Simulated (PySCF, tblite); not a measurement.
# C₅H₁₁FN₂Si: geometry, infrared bands and NMR shifts

Wanted: the infrared bands and NMR shifts of C₅H₁₁FN₂Si (`C=C[Si@@H]1NC[C@@H](CF)N1`), by calculation.

Computed with tblite 0.8.0 and PySCF 2.14.0, with density-fitted response routines of our own, on a single molecule in the gas phase. Atoms count from 0, in the outputs and in this text.

## Step 1: The starting structure

20 atoms, charge 0, multiplicity 1; geometry from: force field or distance geometry start.

Bonds of the start (Å): C0–C1 1.37, C1–Si2 1.83, Si2–N3 1.81, N3–C4 1.46, C4–C5 1.52, C5–C6 1.49, C6–F7 1.38, C5–N8 1.47, N8–Si2 1.80, C0–H9 1.10, C0–H10 1.06, C1–H11 1.07, Si2–H12 1.47, N3–H13 1.05, C4–H14 1.11, C4–H15 1.09, C5–H16 1.11, C6–H17 1.12, C6–H18 1.12, N8–H19 1.05.

## Step 2: Optimising the geometry with GFN2-xTB

What the job is given:

```
{"job": {"kind": "relax", "xc": "GFN2-xTB", "basis": "xTB"}, "charge": 0, "multiplicity": 1}
C      3.551900     0.344900    -0.492600
C      2.270400     0.809300    -0.597600
Si     1.025600    -0.083600     0.405100
N      0.280900    -1.350400    -0.660200
C     -1.084700    -1.258500    -0.146800
C     -1.329900     0.230900    -0.328500
C     -2.786100     0.487200    -0.123100
F     -3.135700     1.820700    -0.245700
N     -0.473200     0.868800     0.684500
H      3.642400    -0.517600     0.190900
H      4.359000     0.781800    -1.023800
H      2.064500     1.649800    -1.228900
H      1.552700    -0.656600     1.647400
H      0.696100    -2.279400    -0.397100
H     -1.031200    -1.446500     0.941300
H     -1.811700    -1.872600    -0.680300
H     -0.998800     0.577000    -1.325000
H     -3.335100    -0.178500    -0.832900
H     -3.135000     0.195000     0.905200
H     -0.327500     1.889100     0.485400
```

Command:

```
$ OMP_NUM_THREADS=1 python probes_run.py task.json out
```

This one command runs all jobs of the session in turn.

**Question.** This job is followed by: GFN2-xTB harmonic vibrations, gas phase; GIAO PBE0/pcSseg-1 NMR shielding, non-relativistic, gas phase. Predict these results of the whole session: strongest single infrared mode (GFN2-xTB); zero-point energy (GFN2-xTB); ¹³C shifts against TMS (PBE0/pcSseg-1); ¹H shifts against TMS (PBE0/pcSseg-1); ²⁹Si shifts against TMS (PBE0/pcSseg-1); ¹⁵N shifts against NH3 (PBE0/pcSseg-1); ¹⁹F shifts against CFCl3 (PBE0/pcSseg-1).

As calculated:

| quantity | value |
| --- | --- |
| strongest single infrared mode (GFN2-xTB) | 2190 cm⁻¹, 336 km/mol |
| zero-point energy (GFN2-xTB) | 98.5 kcal/mol |
| ¹³C shifts against TMS (PBE0/pcSseg-1) | 147.8, 144.7, 94.1, 59.2, 47.1 ppm |
| ¹H shifts against TMS (PBE0/pcSseg-1) | 6.49, 6.48, 6.21, 5.32, 4.65, 4.43, 4.02, 3.38, 2.71, 1.19, 0.20 ppm |
| ²⁹Si shifts against TMS (PBE0/pcSseg-1) | -14.2 ppm |
| ¹⁵N shifts against NH3 (PBE0/pcSseg-1) | 44.1, 29.0 ppm |
| ¹⁹F shifts against CFCl3 (PBE0/pcSseg-1) | -252.4 ppm |

What this shows: The optimisation took 148 steps and gained 1.151 eV; among the close pairs (by a distance rule), Si2–N3 changed most, from 1.815 to 1.726 Å. All 54 modes are real, so the xTB geometry is a minimum. The strongest single mode, at 2190 cm⁻¹, moves mainly H12. GFN2-xTB is a fitted tight-binding method: band positions and strengths are rough. Its intensities can rank the bands wrongly. C1 (alkene CH) lies farthest downfield among carbon, at 147.8 ppm; as expected for a trigonal carbon in a double bond. H11 (hydrogen on an alkene CH) lies farthest downfield among hydrogen, at 6.49 ppm; a vinylic proton, deshielded by the sp2 carbon and the C=C anisotropy. At PBE0/pcSseg-1: The widest tensor belongs to C0: span 259 ppm, with a paramagnetic part of -210 ppm.
